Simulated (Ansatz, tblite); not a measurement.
# Sn21H30 off rod (InSn₂₀H₃₀): one state, many levels

One table from this session's results is given with a row withheld; the runs are named, their logs left out.

Method: as each input shows; program: Ansatz 0.2.0, Gaussian basis.

Plan: GFN1-xTB, GFN2-xTB, PBE-D4/def2-SVP, r2SCAN-D4/def2-SVP, revPBE-D4/def2-SVP, r2SCAN-D4/def2-mTZVP.

4 further runs of the same task are left out: 2 for a known fault of the program, 2 set aside as unsound or not needed.

## The geometry

The doublet was relaxed beforehand with PBE-D4/def2-SVP.

51 atoms, charge 0, spin multiplicity 2.

Bond lengths: In1–Sn16 2.892 Å, In1–Sn17 2.802 Å, In1–Sn18 2.955 Å, In1–H28 1.751 Å, Sn2–Sn12 2.821 Å, Sn2–Sn14 2.814 Å, Sn2–H22 1.738 Å, Sn2–H23 1.738 Å, Sn3–Sn10 2.817 Å, Sn3–Sn15 2.821 Å, Sn3–Sn16 2.825 Å, Sn3–H24 1.744 Å, Sn4–Sn12 2.821 Å, Sn4–Sn15 2.822 Å, Sn4–Sn17 2.822 Å, Sn4–H25 1.745 Å, Sn5–Sn10 2.817 Å, Sn5–Sn12 2.817 Å and more. Angles: Sn16–In1–Sn17 108.9°, Sn16–In1–Sn18 81.0°, Sn16–In1–H28 115.8°, Sn17–In1–Sn18 112.8°, Sn17–In1–H28 125.1°, Sn18–In1–H28 104.4°, Sn12–Sn2–Sn14 111.2°, Sn12–Sn2–H22 111.4°, Sn12–Sn2–H23 108.9°, Sn14–Sn2–H22 110.6°, Sn14–Sn2–H23 107.5°, H22–Sn2–H23 107.1°, Sn10–Sn3–Sn15 106.2°, Sn10–Sn3–Sn16 111.5°, Sn10–Sn3–H24 109.6°, Sn15–Sn3–Sn16 111.4°, Sn15–Sn3–H24 109.5°, Sn16–Sn3–H24 108.7° and more.

In, Sn take a core potential in the def2 sets. No spin-orbit coupling is included.

PBE0-D4/def2-SVP was run before; its log isn't repeated, and its numbers join the tables.

The first run:

Tight binding, by tblite at 300 K electronic temperature and without a spin-polarisation term:

```python
tblite.interface.Calculator('GFN1-xTB', numbers, positions, charge=0, uhf=1).singlepoint()
```

Tight binding, by tblite at 300 K electronic temperature and without a spin-polarisation term:

```python
tblite.interface.Calculator('GFN2-xTB', numbers, positions, charge=0, uhf=1).singlepoint()
```

start.molden holds the orbitals of an earlier run on this state, given as this run's starting guess.

Contents of in.yaml:

```yaml
crystal:
  periodic: [false, false, false]
  atoms:
    - {symbol: In, position_ang: [2.019772, 1.717093, -1.284648]}
    - {symbol: Sn, position_ang: [1.381570, -4.550871, -1.483346]}
    - {symbol: Sn, position_ang: [-1.839102, 2.112040, -4.233633]}
    - {symbol: Sn, position_ang: [1.346247, -1.216220, -4.833995]}
    - {symbol: Sn, position_ang: [-1.904660, -1.477164, -1.630301]}
    - {symbol: Sn, position_ang: [-1.991145, 1.960188, 1.406721]}
    - {symbol: Sn, position_ang: [1.510540, -1.130976, 1.572428]}
    - {symbol: Sn, position_ang: [-1.893702, -1.159951, 4.751529]}
    - {symbol: Sn, position_ang: [1.228696, 2.277507, 4.644128]}
    - {symbol: Sn, position_ang: [-3.608766, 0.325021, -2.965447]}
    - {symbol: Sn, position_ang: [-3.584191, 0.319844, 3.059264]}
    - {symbol: Sn, position_ang: [-0.169168, -2.992717, -3.251609]}
    - {symbol: Sn, position_ang: [-0.269537, -2.749723, 3.085948]}
    - {symbol: Sn, position_ang: [3.084062, -2.935178, 0.068783]}
    - {symbol: Sn, position_ang: [-0.402369, 0.586156, -6.121745]}
    - {symbol: Sn, position_ang: [-0.106706, 3.347040, -2.374494]}
    - {symbol: Sn, position_ang: [3.229522, 0.292680, -3.371800]}
    - {symbol: Sn, position_ang: [-0.293381, 0.294526, -0.119295]}
    - {symbol: Sn, position_ang: [-0.366760, 3.748048, 2.848055]}
    - {symbol: Sn, position_ang: [2.995092, 0.553948, 3.284560]}
    - {symbol: Sn, position_ang: [-0.339354, 0.613681, 6.293262]}
    - {symbol: H, position_ang: [2.296312, -5.758126, -2.336238]}
    - {symbol: H, position_ang: [0.319704, -5.388930, -0.391793]}
    - {symbol: H, position_ang: [-2.748383, 3.351199, -5.058406]}
    - {symbol: H, position_ang: [2.121758, -2.181506, -6.064212]}
    - {symbol: H, position_ang: [-2.752908, -2.469624, -0.471968]}
    - {symbol: H, position_ang: [-3.041536, 2.818232, 0.312919]}
    - {symbol: H, position_ang: [2.861263, 2.387130, 0.096805]}
    - {symbol: H, position_ang: [-2.835040, -2.190043, 5.796634]}
    - {symbol: H, position_ang: [2.139590, 3.368450, 5.654943]}
    - {symbol: H, position_ang: [-4.622699, -0.482436, -4.121828]}
    - {symbol: H, position_ang: [-4.641595, 1.103535, -1.805451]}
    - {symbol: H, position_ang: [-4.513819, -0.746071, 2.050209]}
    - {symbol: H, position_ang: [-4.703767, 1.279451, 3.979725]}
    - {symbol: H, position_ang: [-1.111623, -4.056626, -4.263463]}
    - {symbol: H, position_ang: [-1.261778, -3.621224, 1.954390]}
    - {symbol: H, position_ang: [0.633772, -3.932259, 3.989452]}
    - {symbol: H, position_ang: [3.988458, -3.903583, 1.194669]}
    - {symbol: H, position_ang: [4.228435, -2.087140, -0.918993]}
    - {symbol: H, position_ang: [-1.540428, -0.264617, -7.124329]}
    - {symbol: H, position_ang: [0.507351, 1.637683, -7.165528]}
    - {symbol: H, position_ang: [0.698461, 4.651466, -3.223517]}
    - {symbol: H, position_ang: [-1.059695, 4.113901, -1.134051]}
    - {symbol: H, position_ang: [3.868834, 1.403436, -4.555535]}
    - {symbol: H, position_ang: [4.555248, -0.744499, -2.937409]}
    - {symbol: H, position_ang: [0.645786, 4.619189, 1.739645]}
    - {symbol: H, position_ang: [-1.311309, 4.914592, 3.723783]}
    - {symbol: H, position_ang: [4.225089, 1.399585, 2.404606]}
    - {symbol: H, position_ang: [3.795325, -0.462868, 4.449494]}
    - {symbol: H, position_ang: [-1.391856, 1.556010, 7.305196]}
    - {symbol: H, position_ang: [0.702691, -0.293878, 7.347287]}
basis:
  gaussian: {orbitals: def2-SVP, fitting: {mean_field: def2-universal-jkfit}, initial_orbitals: start.molden}
magnetization: {spin_polarized: true, initial_magnetization: 1}
hamiltonian: {xc: pbe, dispersion: d4}
scf: {omitted_lower_state_checks: [starts]}
output: {forces: true, orbitals: {seedname: orbitals}}
```

Run with:

```bash
> ansatz run in.yaml --threads 4 --pin off --events-out ev --progress --plain --max-ram 66560MiB --backend cuda --devices 0, --max-vram 37GiB
```

Steps of the session up to this table: PBE-D4/def2-SVP; r2SCAN-D4/def2-SVP; revPBE-D4/def2-SVP; r2SCAN-D4/def2-mTZVP.

One table of the session follows, with a row left open; its other results are not shown here.

It belongs to the step «Binding energy». 

| level | binding an atom (eV) |
| --- | --- |
| PBE-D4/def2-SVP | 2.406 |
| revPBE-D4/def2-SVP | 2.327 |
| r2SCAN-D4/def2-SVP | 2.405 |
| r2SCAN-D4/def2-mTZVP | ? |
| PBE0-D4/def2-SVP | 2.401 |

**Question.** Estimate the row for r2SCAN-D4/def2-mTZVP.

The run gave: binding an atom (eV): 2.380. In the column «binding an atom (eV)» it lies between revPBE-D4/def2-SVP (2.327) and PBE0-D4/def2-SVP (2.401).

Limits of these values: Free atoms were run apart at each level; binding is atoms less cluster, divided by the number of atoms, without zero-point or spin-orbit terms.
